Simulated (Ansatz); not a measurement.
# C4H2F4: how energies converge with the basis set

Aim: see how fast density functionals converge with the basis set for C4H2F4.

The runs use Ansatz 0.2.0, Gaussian basis; one geometry, several basis sets.

Levels to be run: PBE0-D4/def2-SVP; ωB97M-V/def2-SVP; PBE0-D4/def2-QZVPP; ωB97M-V/def2-QZVPP; the functionals' def2-TZVPP values are taken from earlier runs.

### 1 The geometry

An earlier PBE0-D4 in a triple-zeta def2 set relaxation fixed the geometry.

SMILES `FC1=CC(F)(F)C1F`, 10 atoms, charge 0, spin multiplicity 1.

Atoms are counted from 1 here; the program's logs count them from 0.

Bond lengths: F1–C2 1.307 Å, C2–C3 1.332 Å, C2–C7 1.496 Å, C3–C4 1.497 Å, C3–H9 1.080 Å, C4–F5 1.352 Å, C4–F6 1.345 Å, C4–C7 1.559 Å, C7–F8 1.361 Å, C7–H10 1.093 Å. Angles: F1–C2–C3 133.4°, F1–C2–C7 128.7°, C3–C2–C7 97.8°, C2–C3–C4 90.8°, C2–C3–H9 136.1°, C4–C3–H9 133.1°, C3–C4–F5 115.8°, C3–C4–F6 116.4°, C3–C4–C7 88.6°, F5–C4–F6 106.8°, F5–C4–C7 114.9°, F6–C4–C7 113.8°, C2–C7–C4 82.6°, C2–C7–F8 116.4°, C2–C7–H10 116.9°, C4–C7–F8 115.6°, C4–C7–H10 114.3°, F8–C7–H10 109.1°.

### 2 PBE0-D4 in def2-SVP

File in.yaml:

```yaml
crystal:
  periodic: [false, false, false]
  atoms:
    - {symbol: F, position_ang: [-1.746566, -0.107660, 1.650298]}
    - {symbol: C, position_ang: [-0.855826, 0.026583, 0.703954]}
    - {symbol: C, position_ang: [-0.783164, 0.793127, -0.382509]}
    - {symbol: C, position_ang: [0.550274, 0.209605, -0.730557]}
    - {symbol: F, position_ang: [0.623685, -0.423298, -1.923278]}
    - {symbol: F, position_ang: [1.603128, 1.043690, -0.667115]}
    - {symbol: C, position_ang: [0.417801, -0.732403, 0.503974]}
    - {symbol: F, position_ang: [1.370015, -0.581269, 1.465279]}
    - {symbol: H, position_ang: [-1.422830, 1.513037, -0.870703]}
    - {symbol: H, position_ang: [0.326782, -1.792512, 0.253557]}
basis:
  gaussian: {orbitals: def2-SVP}
hamiltonian: {xc: pbe0, dispersion: d4}
output: {orbitals: {seedname: orbitals}}
```

The run is started by

```
> ansatz run in.yaml --threads 8 --pin off --events-out ev --progress --plain --max-ram 18278MiB
```

Further steps of the session: ωB97M-V in def2-SVP; PBE0-D4 in def2-QZVPP; ωB97M-V in def2-QZVPP.

**Question.** What will the summary of the whole plan be? Wanted: PBE0-D4: double and triple zeta above quadruple; ωB97M-V: double and triple zeta above quadruple.

**Answer**, as computed:

```
                                       quantity           value
PBE0-D4: double and triple zeta above quadruple  18.63, 0.76 eV
ωB97M-V: double and triple zeta above quadruple  19.00, 0.72 eV
```

What this shows: For PBE0-D4 the step from double to triple zeta gains 17.86 eV and the next only 0.76 eV. These are total energies; as a rule much of such shifts cancels in differences, which this series doesn't test.
